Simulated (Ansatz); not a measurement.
# BF4H3O (built from SMILES F.F.OB(F)F): search for a transition state

Is there a first-order saddle for this ligand exchange through a proton shuttle, which should form B1–F6, H5–F8, O2–H7 and break B1–O2, H5–F6, H7–F8, and which two structures does it connect?

The runs use Ansatz 0.2.0, Gaussian basis; PBE0-D4, def2-SVP first, then def2-TZVP.

190 further runs of the same task are left out: 190 set aside as unsound or not needed. Runs told in other sessions of the task aren't counted.

## (1) Where the work starts

The guess: 9 atoms, charge 0, spin multiplicity 1.

Atoms are counted from 1 here; the program's logs count them from 0.

Bond lengths: B1–O2 1.452 Å, B1–F3 1.328 Å, B1–F4 1.323 Å, O2–H7 1.255 Å, O2–H9 0.963 Å, H5–F6 1.083 Å, H7–F8 1.141 Å. Angles: O2–B1–F3 114.4°, O2–B1–F4 114.2°, F3–B1–F4 117.9°, B1–O2–H7 107.6°, B1–O2–H9 112.5°, H7–O2–H9 111.9°, O2–H7–F8 156.0°.

As a file:

```
B    -0.1508   -0.9262    0.1845
O     0.8439   -0.2046   -0.5890
F    -0.9056   -1.7539   -0.5293
F     0.2773   -1.3405    1.3660
H    -0.6718    1.2686    0.5627
F    -1.2055    0.3275    0.6157
H     0.7858    1.0027   -0.2499
F     0.3010    1.9433    0.1775
H     0.7257   -0.3170   -1.5384
```

Distances that are to change: B1–F6 1.69 Å, H5–F8 1.24 Å, O2–H7 1.26 Å, B1–O2 1.45 Å, H5–F6 1.08 Å, H7–F8 1.14 Å.

## (2) Relaxing the guess with the reacting distances held

hold/in.yaml

```yaml
crystal:
  periodic: [false, false, false]
  atoms:
    - {symbol: B, position_ang: [-0.150800, -0.926200, 0.184500]}
    - {symbol: O, position_ang: [0.843900, -0.204600, -0.589000]}
    - {symbol: F, position_ang: [-0.905600, -1.753900, -0.529300]}
    - {symbol: F, position_ang: [0.277300, -1.340500, 1.366000]}
    - {symbol: H, position_ang: [-0.671800, 1.268600, 0.562700]}
    - {symbol: F, position_ang: [-1.205500, 0.327500, 0.615700]}
    - {symbol: H, position_ang: [0.785800, 1.002700, -0.249900]}
    - {symbol: F, position_ang: [0.301000, 1.943300, 0.177500]}
    - {symbol: H, position_ang: [0.725700, -0.317000, -1.538400]}
basis:
  gaussian: {orbitals: def2-SVP}
hamiltonian: {xc: pbe0, dispersion: d4}
relax: {f_tol: 0.04, max_steps: 150, escape_saddle: false, constraints: [{distance: [0, 5]}, {distance: [4, 7]}, {distance: [1, 6]}, {distance: [0, 1]}, {distance: [4, 5]}, {distance: [6, 7]}]}
```

Started as:

```bash
ansatz run in.yaml --threads 8 --pin off --events-out ev --progress --plain --max-ram 19148MiB
```

Further steps of the session: A starting Hessian; Saddle search in the small basis; Saddle search in triple zeta; Vibrations at the point found; Relaxing after a step of 0.30 Å one way along the mode; Relaxing after a step of 0.30 Å the other way along the mode.

Q: Predict the outcome of this session. Wanted: imaginary mode; barrier from the start side; barrier from the end side; energy of the step; pairs that change; zero-point energy at the saddle.

As calculated:

| quantity | value |
| --- | --- |
| imaginary mode | 483i cm⁻¹ |
| barrier from the start side | 0.195 eV |
| barrier from the end side | 0.572 eV |
| energy of the step | -0.377 eV |
| pairs that change | B1–F6 formed, O2–H7 formed, H5–F8 formed, B1–O2 loosened, H5–F6 broken, H7–F8 broken |
| zero-point energy at the saddle | 1.304 eV |

The point has a single imaginary mode (483i cm⁻¹), as a transition state must. The two relaxations end on the structures that were planned. A bond meant to break is only loosened at the end: the products stay bound as an adduct. At PBE0-D4/def2-TZVP the electronic barrier is 0.195 eV, about 8 kT at 298 K, and the step runs 0.377 eV downhill. A step off the saddle overshot and began above it in energy, so the link to its end is likely but not proven. The ends are the nearest minima, not always the lowest complexes.
